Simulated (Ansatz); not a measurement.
# GaH₄InSi: basis-set convergence

Aim: see how fast density functionals converge with the basis set for GaH₄InSi.

Program: Ansatz 0.2.0, Gaussian basis. Level of theory: one geometry, several basis sets. These are calculated values, not measurements.

Plan: PBE0-D4/def2-SVP; ωB97M-V/def2-SVP; PBE0-D4/def2-QZVPP; ωB97M-V/def2-QZVPP; the functionals' def2-TZVPP values are taken from earlier runs.

## Step 1: The geometry

The geometry comes from an earlier relaxation with PBE0-D4 in a triple-zeta def2 set; it is a stationary point, not always the lowest conformer. In takes the def2 core potential; no spin-orbit term is included.

7 atoms, charge 0, spin multiplicity 1.

Atoms are counted from 1 here; the program's logs count them from 0.

Bond lengths: Si1–Ga2 2.677 Å, Si1–In3 3.025 Å, Si1–H4 1.497 Å, Si1–H5 1.497 Å, Si1–H7 1.512 Å, Ga2–H6 1.795 Å, In3–H6 2.114 Å. Angles: Ga2–Si1–In3 71.2°, Ga2–Si1–H4 97.7°, Ga2–Si1–H5 97.4°, Ga2–Si1–H7 144.6°, In3–Si1–H4 126.5°, In3–Si1–H5 126.4°, In3–Si1–H7 73.4°, H4–Si1–H5 106.6°, H4–Si1–H7 103.3°, H5–Si1–H7 103.3°, Si1–Ga2–H6 93.8°, Si1–In3–H6 78.3°, Ga2–H6–In3 116.7°.

## Step 2: PBE0-D4 in def2-SVP

Input file in.yaml:

```yaml
crystal:
  periodic: [false, false, false]
  atoms:
    - {symbol: Si, position_ang: [-0.357761, 0.135856, -0.788456]}
    - {symbol: Ga, position_ang: [-0.507346, 0.880350, 1.779100]}
    - {symbol: In, position_ang: [1.723361, -1.388233, 0.791154]}
    - {symbol: H, position_ang: [-1.793377, -0.245507, -0.971664]}
    - {symbol: H, position_ang: [-0.199978, 1.503370, -1.376446]}
    - {symbol: H, position_ang: [0.829247, -0.201258, 2.294708]}
    - {symbol: H, position_ang: [0.367155, -0.752578, -1.774095]}
basis:
  gaussian: {orbitals: def2-SVP}
hamiltonian: {xc: pbe0, dispersion: d4}
output: {orbitals: {seedname: orbitals}}
```

Launch:

```bash
ansatz run in.yaml --threads 2 --pin off --events-out ev --progress --plain --max-ram 4352MiB
```

After this run come: ωB97M-V in def2-SVP; PBE0-D4 in def2-QZVPP; ωB97M-V in def2-QZVPP.

**Question.** What will the summary of the whole plan be? Wanted: PBE0-D4: double and triple zeta above quadruple; ωB97M-V: double and triple zeta above quadruple.

The runs gave:

```
                                       quantity           value
PBE0-D4: double and triple zeta above quadruple  11.12, 1.47 eV
ωB97M-V: double and triple zeta above quadruple  11.11, 1.42 eV
```

**Reading.** For PBE0-D4 the step from double to triple zeta gains 9.66 eV and the next only 1.47 eV. Total energies overstate the basis error of differences, where much of it tends to cancel.
